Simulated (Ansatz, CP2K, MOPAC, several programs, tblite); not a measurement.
Energy against volume for In₂BiP as one 8-atom ordering (P-4m2) on the zincblende lattice, at fixed shape and fractional coordinates, computed by several methods (PBE and r2SCAN, where shown, with plane waves in Ansatz); the cell shown is that of r2SCAN. With free coordinates or axes held, a curve is too stiff, and on another method's shape its minimum isn't the method's own volume. The symmetry is P-4m2 (No. 115, tetragonal); conventional cell a = 4.469 Å, c = 12.669 Å, 31.63 Å³ an atom. P is surrounded by 4 In at 2.62–2.63 Å; In is surrounded by 4 P at 2.62 Å; In is surrounded by 2 P at 2.63 Å and 2 Bi at 2.87 Å; Bi is surrounded by 4 In at 2.86–2.87 Å; In is surrounded by 4 Bi at 2.86 Å. Simulation only: spin-unpolarised, and no claim that this is the phase found in nature. Energies count from each curve's lowest point; fits are third-order Birch-Murnaghan.

Space group P-4m2 (No. 115). a = 4.469 Å, b = 4.469 Å, c = 12.669 Å, α = 90.00°, β = 90.00°, γ = 90.00°

| atom | site | symmetry | x | y | z |
| --- | --- | --- | --- | --- | --- |
| P | 2g | 2mm. | 0.5000 | 0.0000 | 0.1077 |
| In | 1b | -4m2 | 0.5000 | 0.5000 | 0.0000 |
| In | 2e | 2mm. | 0.0000 | 0.0000 | 0.7835 |
| Bi | 2g | 2mm. | 0.5000 | 0.0000 | 0.6414 |
| In | 1c | -4m2 | 0.5000 | 0.5000 | 0.5000 |

**Question.** r2SCAN, on the shape of its own relaxed cell, gives

| V (Å³/atom) | E (meV/atom) |
| --- | --- |
| 29.728 | 19.49 |
| 30.677 | 4.57 |
| 31.626 | 0.00 |
| 32.574 | 4.13 |
| 33.523 | 15.58 |

What equilibrium volume and bulk modulus follow?

**Answer.** V₀ = 31.62 Å³ an atom and B₀ = 49 GPa.

**Question.** PBE/DZVP (CP2K), on the shape of the cell shown, gives

| V (Å³/atom) | E (meV/atom) |
| --- | --- |
| 27.831 | 142.52 |
| 29.728 | 48.94 |
| 31.626 | 6.24 |
| 33.523 | 0.00 |
| 35.421 | 19.67 |

What equilibrium volume and bulk modulus follow?

**Answer.** V₀ = 32.95 Å³ an atom and B₀ = 42 GPa.

**Question.** PBE, on the shape of its own relaxed cell, gives
```tsv
V (Å³/atom)	E (meV/atom)
30.777	17.23
31.760	4.06
32.742	0.00
33.724	3.55
34.707	13.48
```
What equilibrium volume and bulk modulus follow?

**Answer.** V₀ = 32.75 Å³ an atom and B₀ = 41 GPa.

GFN2-xTB (tblite), on the shape of the cell shown, as a cluster of 32 atoms at the zone centre:
```tsv
V (Å³/atom)	E (meV/atom)
27.831	285.57
29.728	128.94
31.626	41.23
33.523	3.63
35.421	0.00
```
The lowest point is an end point, so the minimum isn't bracketed.

PM7 (MOPAC), on the shape of the cell shown, as a cluster of 32 atoms at the zone centre:
```
V (Å³/atom)  E (meV/atom)
     27.831       1288.50
     29.728        760.75
     31.626        390.58
     33.523        147.83
     35.421          0.00
```
The lowest point is an end point, so the minimum isn't bracketed.
